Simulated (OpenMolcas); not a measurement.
**Cr⁴⁺ among point charges: CASSCF and CASPT2 levels and susceptibility**

Aim: the splitting of the states of Cr⁴⁺ in the field of 4 point charges, its lowest levels with spin-orbit coupling and its magnetic susceptibility.

Method: state-averaged CASSCF and CASPT2, spin-orbit coupling by RASSI with atomic mean-field integrals. Code: OpenMolcas 26.06.

### 1 The atom as given

| Quantity | Value |
| --- | --- |
| Species | Cr⁴⁺ (chromium, Z = 24, 20 electrons) |
| Basis | ANO-RCC-VDZP [5s4p2d1f], 34 functions |
| Scalar Hamiltonian | DKH2, point nucleus |
| Inactive shells | 1s 2s 2p 3s 3p |
| Active space | 2 electrons in 5 orbitals (3d) |
| Some configurations of this space | 3d² |
| Orbitals | optimised for each spin and parity, averaged over all roots |

Outer shells as boxes (Hund's rule):

3d2
```
3d [↑ ][↑ ][  ][  ][  ]
```

The ion sits among 4 point charges of -2 e arranged as a tetrahedron (Td), 1.75 Å from the ion.

The work runs as a chain of OpenMolcas steps in one folder; each step below is one input file. Labels, J, g values, rates, χT and fits are worked out afterwards by a script from the matrices that RASSI stores.

### 2 One- and two-electron integrals

The input, a.inp:

```
&GATEWAY
Coord
1

Cr 0.0 0.0 0.0
Basis=ANO-RCC-VDZP
Group=NoSym
NoMove
AngMom=0.0 0.0 0.0
AMFI
XField
4 Angstrom 0
1.010363 1.010363 1.010363 -2.000000
1.010363 -1.010363 -1.010363 -2.000000
-1.010363 1.010363 -1.010363 -2.000000
-1.010363 -1.010363 1.010363 -2.000000
&SEWARD
```

Run with:

```console
$ OMP_NUM_THREADS=1 MOLCAS_MEM=1689 MOLCAS_PROJECT=a pymolcas a.inp > a.log
```

### 3 CASSCF: triplets, 10 roots

The input, a.inp:

```
&RASSCF
FileOrb=start.orb
Symmetry=1
Spin=3
nActEl=2 0 0
Inactive=9
Ras2=5
CIRoot=10 10 1
SDav=10
CIMx=300
Iter=120 100
PrWF=0.3
OrbListing=Nothing
MaxOrb=0
>>> COPY $Project.JobIph JOB001
```

start.orb holds the contracted functions of the basis, ordered by shell, or the orbitals of the step before.

### 4 CASSCF: singlets, 15 roots

The input, a.inp:

```
&RASSCF
FileOrb=start.orb
Symmetry=1
Spin=1
nActEl=2 0 0
Inactive=9
Ras2=5
CIRoot=15 15 1
SDav=15
CIMx=300
Iter=120 100
PrWF=0.3
OrbListing=Nothing
MaxOrb=0
>>> COPY $Project.JobIph JOB002
```

### 5 State interaction with spin-orbit coupling

The input, a.inp:

```
&RASSI
NrOfJobIphs=2 10 15
1 2 3 4 5 6 7 8 9 10
1 2 3 4 5 6 7 8 9 10 11 12 13 14 15
IphNames
JOB001
JOB002
EJob
SpinOrbit
DIPRint=1.0
SOCoupling=1000.0
Subsets=2
Property=9
'ANGMOM' 1 'ANGMOM' 2 'ANGMOM' 3 'MLTPL  1' 1 'MLTPL  1' 2 'MLTPL  1' 3
'AMFI' 1 'AMFI' 2 'AMFI' 3
SOProperty=3
'ANGMOM' 1 'ANGMOM' 2 'ANGMOM' 3
```

### 6 CASPT2: IPEA 0.25, imaginary shift 0.1 (closed shells correlated: 3s 3p)

The input, a.inp:

```
>>> COPY JOB001 $Project.JobIph
&CASPT2
Multistate=10 1 2 3 4 5 6 7 8 9 10
NoMult
Frozen=5
IPEA=0.25
Imaginary=0.1
MaxIter=60
WThr=0.0 0.3 0.05
PrWF=0.5
NoMix
>>> COPY JOB002 $Project.JobIph
&CASPT2
Multistate=15 1 2 3 4 5 6 7 8 9 10 11 12 13 14 15
NoMult
Frozen=5
IPEA=0.25
Imaginary=0.1
MaxIter=60
WThr=0.0 0.3 0.05
PrWF=0.5
NoMix
```

(Steps that only read results are left out.)

**Question.** What will these runs give? Wanted: spin-free ground state; first state of the same spin within the active space; lowest level; next level.

**Answer**, as computed:

| quantity | value |
| --- | --- |
| method | SS-CASPT2, IPEA 0.25, imaginary shift 0.1 (closed shells correlated: 3s 3p) |
| spin-free ground state | 3A2, 1-fold in its orbital part |
| first state of the same spin within the active space | 3T2 at 1920 cm⁻¹ |
| lowest level | 3-fold T2 |
| next level | 1879.2 cm⁻¹ |
| χT at 300 K | 0.70 cm³ K/mol |
| effective moment at 300 K | 2.37 μB |

Cost by method:

```
                                              method  time of its own steps  time with the reference
                                           A. CASSCF                  4.6 s                    4.6 s
B. SS-CASPT2, IPEA 0.25, imaginary shift 0.1, +3s 3p                  1.9 s                    6.4 s
```

Times are of one thread on a shared host.

**Reading.** The spin-free ground state (3A2) comes to 100 % from free-ion F terms and keeps the highest spin of the shell. χT at 300 K is 0.70, against 1.00 cm³ K/mol for the spin alone, so spin-orbit coupling lowers it. CASPT2 does not keep the components of a term degenerate, and the means are used. The field of point charges can differ much from that of real complexes. This is an electrostatic model: the charges have no orbitals.
